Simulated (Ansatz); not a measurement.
# SiB6: the cost of one run

Computed with Ansatz 0.2.0 (DFT PBE, scalar-relativistic, plane waves, PAW, unless a step's input says otherwise).

**1. Starting point**

The structure is cubic, space group F-43m (No. 216). Conventional cell: a = 6.017 Å, b = 6.017 Å, c = 6.017 Å, α = 90.00°, β = 90.00°, γ = 90.00°. Si (site symmetry -43m) is surrounded by 4 B at 1.86 Å. B (site symmetry -43m) is surrounded by 4 Si at 2.61 Å and 16 B at 2.61 to 2.65 Å. B (site symmetry 3m) is surrounded by 3 B at 1.22 Å. B (site symmetry -43m) is surrounded by 16 B at 2.46 to 2.61 Å.

Coordinates:

```xyz
7
Lattice="0.0000 3.0087 3.0087 3.0087 0.0000 3.0087 3.0087 3.0087 0.0000" Properties=species:S:1:pos:R:3 pbc="T T T"
Si    3.0087    3.0087    3.0087
B     4.5130    4.5130    4.5130
B     1.9353    1.9353    1.9353
B     1.0734    1.0734    1.9353
B     1.0734    1.9353    1.0734
B     1.9353    1.0734    1.0734
B     0.0000    0.0000    0.0000
```

Recipe of the guess: random cell by space group and Wyckoff sites (F-43m, No. 216). Lengths come from tabulated atomic sizes and are only a guess.

**2. A first look at the guess**

Contents of input.yaml:

```yaml
crystal:
  lattice:
    - [0.0, 3.0086861, 3.0086861]
    - [3.0086861, 0.0, 3.0086861]
    - [3.0086861, 3.0086861, 0.0]
  atoms:
    - { symbol: Si, position: [0.5, 0.5, 0.5] }
    - { symbol: B, position: [0.75, 0.75, 0.75] }
    - { symbol: B, position: [0.32161728, 0.32161728, 0.32161728] }
    - { symbol: B, position: [0.32161728, 0.32161728, 0.03514816] }
    - { symbol: B, position: [0.32161728, 0.03514816, 0.32161728] }
    - { symbol: B, position: [0.03514816, 0.32161728, 0.32161728] }
    - { symbol: B, position: [0.0, 0.0, 0.0] }
basis:
  ecutwfc: 420
kpoints:
  mp_grid: { grid: [6, 6, 6] }
hamiltonian:
  xc: pbe
scf:
  occupations: { method: gaussian, width: 0.1 }
  lower_state_search: "off"
output:
  forces: true
  stress: true
  eigenvalues: true
```

Run with:

```sh
$ ansatz run input.yaml --threads 1 --pin off --max-ram 2560MiB --backend cpu --events-out ev --progress --plain --runs-dir out
```

Q: Estimate wall time and peak memory on 1 thread of Arm Neoverse V2, shared host.

About 1.4 s, with a peak of 0.29 GiB.
